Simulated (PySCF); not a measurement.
# Solver options tried on OsF3 (quartet)

Do solver options change the result for OsF3 (quartet), or only the number of cycles?

Computed with PySCF 2.14.0. Level: method and basis as typed in the scripts.

1 further run of the same task is left out (for a known fault of the program).

## 1. Where the work starts

OsF3 (quartet): 4 atoms, charge 0, spin multiplicity 4.

Bond lengths: Os1–F2 1.844 Å, Os1–F3 1.857 Å, Os1–F4 1.845 Å. Angles: F2–Os1–F3 135.9°, F2–Os1–F4 87.0°, F3–Os1–F4 137.1°.

## 2. Base script

Input file input.py:

```python
from pyscf import gto, scf, mp

mol = gto.M(
    atom='Os -0.0237 0.0574 0; F 1.7349 -0.4978 0; F -0.9071 1.6912 0; F -0.4866 -1.7289 0',
    basis='lanl2dz',
    ecp={'Os': 'lanl2dz'},
    charge=0,
    spin=3,
    symmetry=True,
    verbose=4,
)
mf = scf.UHF(mol)
mf.kernel()
mp.MP2(mf, frozen=3).kernel()
mf.dip_moment()
print('orbital energies (hartree):', [e[max(0, n-3):n+3].round(4) for e, n in zip(mf.mo_energy, mol.nelec)])
```

Started as:

```console
OMP_NUM_THREADS=1 python input.py
```

The log of this run is left out.

Base result: E(SCF) = -388.592613 Eh, E(MP2) − E(SCF) = -0.47486 Eh, ⟨S²⟩ = 3.765, μ = 2.09 D (of the SCF density).

No search for the lowest state was made; open d or f shells can end in a higher solution. The quartet is typed in the script; nothing here shows that it is the ground state.

## 3. Second-order solver on

Variant 1 changes second-order solver: off → on.

Input file input.py:

```python
from pyscf import gto, scf, mp

mol = gto.M(
    atom='Os -0.0237 0.0574 0; F 1.7349 -0.4978 0; F -0.9071 1.6912 0; F -0.4866 -1.7289 0',
    basis='lanl2dz',
    ecp={'Os': 'lanl2dz'},
    charge=0,
    spin=3,
    symmetry=True,
    verbose=4,
)
mf = scf.UHF(mol)
mf = mf.newton()
mf.kernel()
mp.MP2(mf, frozen=3).kernel()
mf.dip_moment()
print('orbital energies (hartree):', [e[max(0, n-3):n+3].round(4) for e, n in zip(mf.mo_energy, mol.nelec)])
```

Started as:

```console
OMP_NUM_THREADS=1 python input.py
```

## 4. Damping 0.2

Variant 2 changes damping: none → 0.2.

Edit input.py of step 2 so:

```diff
@@ -12,2 +12,4 @@
 mf = scf.UHF(mol)
+mf.damp = 0.2
+mf.diis_start_cycle = 8
 mf.kernel()
```

Q: Predict the outcome of this session. Wanted: for each run, E(SCF); from base; gap, α spin; SCF dipole; after the SCF.

**Answer**, as computed:

```csv
run,E(SCF) (hartree),from base (eV),cycles,"gap, α spin (eV)",SCF dipole (D),after the SCF
base,-388.592613,0,24,13.03,2.09,"MP2 correlation -12.922 eV, core frozen"
second-order solver on,-388.504822,+2.3889,7 macro,9.46,2.03,"MP2 correlation -12.850 eV, core frozen"
damping 0.2,-388.481678,+3.0187,34,8.55,1.65,"MP2 correlation -13.256 eV, core frozen"
```

Distance from each run's final energy (log10 hartree) by cycle:

| run | cycle 1 | cycle 2 | cycle 3 | cycle 5 | cycle 8 | cycle 12 |
| --- | --- | --- | --- | --- | --- | --- |
| base | 0.7 | 0.9 | -0.1 | -1.6 | -4.0 | -5.8 |
| second-order solver on | 0.4 | 0.0 | -0.5 | -3.5 | done | done |
| damping 0.2 | 0.7 | 0.7 | 0.8 | 0.8 | 1.3 | -0.3 |

What this shows: The largest comparable shift of the SCF energy, +3.019 eV, comes with the run “damping 0.2”. With second-order solver on the SCF ends in another solution, 2.39 eV higher: the path to self-consistency decides the state here. With damping 0.2 the SCF ends in another solution, 3.02 eV higher: the path to self-consistency decides the state here.
